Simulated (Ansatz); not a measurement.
# Co2S3: bonding charge in real space

For Co2S3 at its listed geometry, this session asks how the density differs from that of free atoms, which states sit where, how the density follows a moved atom and how expansion changes the bonding charge.

Computed with Ansatz 0.2.0 (DFT PBEsol, scalar-relativistic, plane waves, PAW, unless a step's input says otherwise).

## 1. The structure to begin with

It takes space group R-3c (No. 167, trigonal). The conventional cell has a = 5.667 Å, b = 5.667 Å, c = 15.029 Å, α = 90.00°, β = 90.00°, γ = 120.00°. Co (site symmetry 3) has 6 S at 2.22 to 2.28 Å as nearest neighbours. S (site symmetry 2) is surrounded by 4 Co at 2.22 to 2.28 Å.

As a file:

```
CELL_PARAMETERS angstrom
-2.83335 4.90751 0.00000
-5.66670 0.00000 0.00000
-2.83335 1.63584 5.00965
ATOMIC_POSITIONS crystal
Co 0.15061 0.15061 0.54818
Co 0.34939 0.34939 0.95182
Co 0.65061 0.65061 0.04818
Co 0.84939 0.84939 0.45182
S 0.44712 0.05288 0.75000
S 0.05288 0.75000 0.75000
S 0.75000 0.44712 0.75000
S 0.25000 0.55288 0.25000
S 0.94712 0.25000 0.25000
S 0.55288 0.94712 0.25000
```

The structure comes from the Materials Project (structure only).

## 2. Self-consistent density

Contents of input.yaml:

```yaml
crystal:
  lattice:
    - [-2.8333517518, 4.9075091899, 0.0]
    - [-5.6667035036, 0.0, 0.0]
    - [-2.8333517518, 1.6358363966, 5.0096516132]
  atoms:
    - { symbol: Co, position: [0.15060826, 0.15060826, 0.54817522] }
    - { symbol: Co, position: [0.34939174, 0.34939174, 0.95182478] }
    - { symbol: Co, position: [0.65060826, 0.65060826, 0.04817522] }
    - { symbol: Co, position: [0.84939174, 0.84939174, 0.45182478] }
    - { symbol: S, position: [0.44711834, 0.05288166, 0.75] }
    - { symbol: S, position: [0.05288166, 0.75, 0.75] }
    - { symbol: S, position: [0.75, 0.44711834, 0.75] }
    - { symbol: S, position: [0.25, 0.55288166, 0.25] }
    - { symbol: S, position: [0.94711834, 0.25, 0.25] }
    - { symbol: S, position: [0.55288166, 0.94711834, 0.25] }
basis:
  ecutwfc: 420
  fft_grid_basis: typed
kpoints:
  mp_grid: { grid: [6, 6, 6] }
hamiltonian:
  xc: pbesol
  pseudopotentials: { kind: paw }
scf:
  occupations: { method: gaussian, width: 0.05 }
output:
  forces: true
  stress: true
  eigenvalues: true
  bader: true
  write_density: true
  volumetric_format: npy
  elf: true
```

The run is started by

```sh
$ ansatz run input.yaml --threads 2 --pin off --max-ram 4096MiB --backend cpu --events-out ev --progress --plain --runs-dir out
```

## 4. Densities by energy window

The windows are set from the levels of the base run, in eV from its Fermi level.

input.yaml: that of step 2 with these lines changed.

```diff
@@ -26,9 +26,28 @@
   occupations: { method: gaussian, width: 0.05 }
+  n_extra_bands: 10
 output:
   forces: true
-  stress: true
+  stress: false
   eigenvalues: true
-  bader: true
-  write_density: true
+  bader: false
+  write_density: false
   volumetric_format: npy
-  elf: true
+  band_densities:
+    - { e_range: [-0.25, 0.25] }
+    - { e_range: [-1.2, 0.0] }
+    - { e_range: [0.0, 1.2] }
+    - { e_range: [-7.81, -5.19] }
+    - { e_range: [-5.19, -2.6] }
+    - { e_range: [-7.82, 2.71] }
+    - { e_range: [-16.02, -12.7] }
+  dos:
+    e_range: [-30, 8]
+    de: 0.02
+    method: { smearing: { sigma: 0.03, scheme: gaussian } }
+    projected: { site_lists: { Co: [Co], S: [S] } }
+checkpoint:
+  read: start.run
+  write: ck
+  compress: false
+  write_wavefunctions: false
+  write_every: 100000
```

## 5. Moving S8 by 0.10 Å

The shift is (0.047, 0.084, 0.029) Å; all periodic copies of the atom move with it.

input.yaml: that of step 2 with these lines changed.

```diff
@@ -13,3 +13,3 @@
     - { symbol: S, position: [0.75, 0.44711834, 0.75] }
-    - { symbol: S, position: [0.25, 0.55288166, 0.25] }
+    - { symbol: S, position: [0.2651163093, 0.5341809931, 0.2557098934] }
     - { symbol: S, position: [0.94711834, 0.25, 0.25] }
@@ -33,2 +33 @@
   volumetric_format: npy
-  elf: true
```

## 6. The cell at 106 % of its volume

Fractional coordinates and the k mesh are kept.

input.yaml: that of step 2 with these lines changed.

```diff
@@ -2,5 +2,5 @@
   lattice:
-    - [-2.8333517518, 4.9075091899, 0.0]
-    - [-5.6667035036, 0.0, 0.0]
-    - [-2.8333517518, 1.6358363966, 5.0096516132]
+    - [-2.8889217766, 5.0037592962, 0.0]
+    - [-5.7778435531, 0.0, 0.0]
+    - [-2.8889217766, 1.6679197654, 5.1079050207]
   atoms:
```

(Steps that only read results are left out.)

**Question.** What will these runs give? Wanted: gap on the mesh; pressure; Bader charges; the states at the Fermi level; stiffness against the shift of S8; at 106 % volume.

**Answer**, as computed:

| quantity | value |
| --- | --- |
| gap on the mesh | none (metal) |
| pressure | -5.5 GPa |
| Bader charges | Co +0.63, S -0.42 e |
| the states at the Fermi level | Co 3d (60 %) and S 3p (35 %) |
| stiffness against the shift of S8 | 11.0 eV/Å² |
| at 106 % volume | -12.6 GPa, gap none (metal), Bader Co +0.65, S -0.43 e |

What this shows: Co–S (2.22 Å): Δρ is +0.11 e/Å³ at the midpoint, with a peak of 0.14 e/Å³ 0.9 Å from S: charge gathers in the bond, as in covalent bonding. Co–S (2.28 Å): Δρ is +0.09 e/Å³ at the midpoint, with a peak of 0.12 e/Å³ 1.0 Å from S: a build-up of bond charge, the mark of a shared pair. Co–S goes from 2.22 to 2.27 Å with the volume, and the deformation density at its midpoint from +0.11 to +0.1 e/Å³. Spin polarisation is off in the runs that give these values; a magnetic solution could lie lower.
